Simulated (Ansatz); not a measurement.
# BrH5Sn: the cost of one run

All numbers below are computed with Ansatz 0.2.0 (RKS PBE/def2-SVP).

## Step 1: The starting structure

Bond lengths: Sn1–H3 1.740 Å, Sn1–H4 1.739 Å, Sn1–H5 1.739 Å, Sn1–Br6 2.890 Å. Angles: H3–Sn1–H4 109.5°, H3–Sn1–H5 109.5°, H3–Sn1–Br6 178.9°, H4–Sn1–H5 109.5°, H4–Sn1–Br6 70.0°, H5–Sn1–Br6 70.0°.

Structure file:

```xyz
7

Sn    0.0000    0.0000    0.0000
H     0.0000    0.0000    2.0900
H     1.6408    0.0000   -0.5794
H    -0.8195    1.4198   -0.5794
H    -0.8195   -1.4198   -0.5794
Br   -2.7426    0.0000    0.9113
H    -1.0109    0.0000    2.1450
```

## Step 2: Pulling towards end A

Springs on the bonds that form and break draw the guess towards this end; the thresholds are loose.

File input.yaml:

```yaml
crystal:
  periodic: [false, false, false]
  atoms:
    - { symbol: Sn, position_ang: [0.0, 0.0, 0.0] }
    - { symbol: H, position_ang: [0.0, 0.0, 2.09] }
    - { symbol: H, position_ang: [1.6408, 0.0, -0.5794] }
    - { symbol: H, position_ang: [-0.8195, 1.4198, -0.5794] }
    - { symbol: H, position_ang: [-0.8195, -1.4198, -0.5794] }
    - { symbol: Br, position_ang: [-2.7426, 0.0, 0.9113] }
    - { symbol: H, position_ang: [-1.0109, 0.0, 2.145] }
basis:
  gaussian: { orbitals: def2-SVP }
hamiltonian:
  xc: pbe
relax:
  f_tol: 0.15
  max_steps: 25
  restrain:
    - { distance: [0, 5], at: 3.79, k: 30.0 }
    - { distance: [6, 1], at: 1.86, k: 30.0 }
    - { distance: [0, 1], at: 1.74, k: 30.0 }
    - { distance: [6, 5], at: 1.55, k: 30.0 }
output:
  orbitals: {}
```

On the command line:

```
ansatz run input.yaml --threads 2 --pin off --max-ram 3072MiB --backend cpu --events-out ev --progress --plain --runs-dir out
```

**Question.** How long does this run take on 2 threads of Arm Neoverse V1, shared host, and how much memory does it need?

About 12 s, with a peak of 0.15 GiB.
